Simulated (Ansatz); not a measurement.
# PBE/def2-SVP (core potential) run of InPH6 (SMILES [PH3+][InH3-])

Aim: the energy change on altering one bond length of InPH6 at PBE/def2-SVP (core potential), from 2 runs. 

The calculation is run with Ansatz 0.2.0.

50 further runs of the same task are left out: 3 that didn't finish, 47 set aside as unsound or not needed.

## 1. The system as given

The species is InPH6 (8 atoms), meant as a singlet with charge 0. As SMILES, `[PH3+][InH3-]`. The coordinates come from a PBE0-D4/def2-TZVP relaxation.

Bond lengths: P1–In2 2.782 Å, P1–H3 1.411 Å, P1–H4 1.411 Å, P1–H5 1.411 Å, In2–H6 1.731 Å, In2–H7 1.731 Å, In2–H8 1.731 Å. Some angles: P1–In2–H6 95.3°, P1–In2–H7 95.1°, P1–In2–H8 95.2°, In2–P1–H3 119.8°, In2–P1–H4 119.6°, In2–P1–H5 119.7°, H6–In2–H7 119.2°, H6–In2–H8 119.2°, H7–In2–H8 119.2°, H3–P1–H4 97.6°.

## 2. A single-point energy at PBE/def2-SVP (core potential)

job.yaml

```yaml
crystal:
  periodic: [false, false, false]
  atoms:
    - {symbol: P, position_ang: [-0.593300, 0.062600, -1.026600]}
    - {symbol: In, position_ang: [0.822000, -0.099900, 1.362800]}
    - {symbol: H, position_ang: [-1.997500, -0.077200, -1.021800]}
    - {symbol: H, position_ang: [-0.318900, -0.855700, -2.062100]}
    - {symbol: H, position_ang: [-0.526800, 1.240500, -1.800800]}
    - {symbol: H, position_ang: [0.023300, 1.240800, 2.111900]}
    - {symbol: H, position_ang: [2.376100, 0.140700, 0.638900]}
    - {symbol: H, position_ang: [0.307400, -1.708800, 1.741800]}
basis:
  gaussian:
    orbitals: def2-SVP
magnetization:
  spin_polarized: false
  initial_magnetization: 0
hamiltonian:
  xc: pbe
accuracy: high
output:
  orbitals: {seedname: orbitals}
```

Command:

```console
$ ansatz run job.yaml --threads 1 --pin off --max-ram 3480MiB --events-out events.jsonl --progress --plain --runs-dir runs
```

Output:

```text
Warning: RAYON_NUM_THREADS=1 ignored (pool sized by the plan → 1); use --threads N
Functional definition: PBE
  name "PBE"
  parameter kappa = 0.804
  parameter beta = 0.06672455060314922
  exchange = pbe_x(kappa = kappa, mu = beta*pi^2/3)
  correlation = pbe_c(beta = beta)
1767 factors; integrals over basis functions are off by at most 4.0e-9 eV
mean field evaluation 1: about -14549.9308 eV, gradient 1.8e1 eV
mean field evaluation 2: about -14550.6464 eV, gradient 1.3e1 eV
mean field evaluation 4: about -14551.2360 eV, gradient 4.0e-1 eV
mean field evaluation 8: about -14551.2315 eV, gradient 4.1e-2 eV
mean field evaluation 16: about -14551.2315 eV, gradient 1.7e-6 eV
mean field -14551.23153561 eV, -534.7478957546 hartree, gradient 1.5e-8 eV, S^2 0.000000; 0 other end points of the search recorded, 0 dependent functions left out
reference -14551.23154001 eV, -534.7478959164 hartree; 21, 21 occupied and 53, 53 virtual orbitals, 1767 factors
Total energy: -14551.23154001 eV, -534.7478959164 hartree
```

Wall time 5.4 s (1 thread of Intel Xeon Platinum 8488C (Sapphire Rapids), shared host); peak memory 0.22 GiB.

## 3. The distorted shape, same level

molecule.yaml

```yaml
crystal:
  periodic: [false, false, false]
  atoms:
    - {symbol: P, position_ang: [-0.335995, 0.867066, -1.216104]}
    - {symbol: In, position_ang: [1.079305, 0.704566, 1.173296]}
    - {symbol: H, position_ang: [-1.740195, 0.727266, -1.211304]}
    - {symbol: H, position_ang: [-0.061595, -0.051234, -2.251604]}
    - {symbol: H, position_ang: [-0.269495, 2.044966, -1.990304]}
    - {symbol: H, position_ang: [0.280605, 2.045266, 1.922396]}
    - {symbol: H, position_ang: [2.633405, 0.945166, 0.449396]}
    - {symbol: H, position_ang: [0.307400, -1.708800, 1.741800]}
basis:
  gaussian:
    orbitals: def2-SVP
output: {orbitals: {seedname: orbitals}}
accuracy: high
hamiltonian:
  xc: pbe
```

Command:

```console
$ ansatz run molecule.yaml --threads 1 --pin off --max-ram 3480MiB --events-out events.jsonl --progress --plain --runs-dir runs
```

Output:

```text
Warning: RAYON_NUM_THREADS=1 ignored (pool sized by the plan → 1); use --threads N
Functional definition: PBE
  name "PBE"
  parameter kappa = 0.804
  parameter beta = 0.06672455060314922
  exchange = pbe_x(kappa = kappa, mu = beta*pi^2/3)
  correlation = pbe_c(beta = beta)
1754 factors; integrals over basis functions are off by at most 3.6e-9 eV
mean field evaluation 1: about -14548.1281 eV, gradient 1.9e1 eV
mean field evaluation 2: about -14545.6616 eV, gradient 2.5e1 eV
mean field evaluation 4: about -14549.7481 eV, gradient 1.8e0 eV
mean field evaluation 8: about -14549.7590 eV, gradient 3.2e-2 eV
mean field evaluation 16: about -14549.7590 eV, gradient 7.3e-6 eV
mean field -14549.75898451 eV, -534.6937804999 hartree, gradient 3.9e-8 eV, S^2 0.000000; 0 other end points of the search recorded, 0 dependent functions left out
reference -14549.75898901 eV, -534.6937806653 hartree; 21, 21 occupied and 53, 53 virtual orbitals, 1754 factors
Total energy: -14549.75898901 eV, -534.6937806653 hartree
```

Wall time 5.1 s (1 thread of Intel Xeon Platinum 8488C (Sapphire Rapids), shared host); peak memory 0.23 GiB.

## 4. Results

At PBE/def2-SVP (core potential):

| quantity | value |
| --- | --- |
| first shape: total energy | -534.74790 Eh |
| first shape: HOMO energy | -6.32 eV |
| first shape: LUMO energy | -0.99 eV |
| first shape: HOMO–LUMO gap | 5.34 eV |
| distorted shape: total energy | -534.69378 Eh |
| distorted shape: HOMO energy | -5.28 eV |
| distorted shape: LUMO energy | -1.95 eV |
| distorted shape: HOMO–LUMO gap | 3.32 eV |
| energy change with the In2–H8 bond stretched from 1.731 to 2.597 Å | 1.473 eV |

What this shows: One bond (distorted shape) is far stretched, which a spin-restricted single reference describes badly; a broken-symmetry solution may lie lower. With the In2–H8 bond stretched from 1.731 to 2.597 Å the energy rises by 1.47 eV (142 kJ/mol). The first shape isn't relaxed at this level, so the change isn't measured from a minimum. A restricted reference can't describe the breaking bond well at this length.
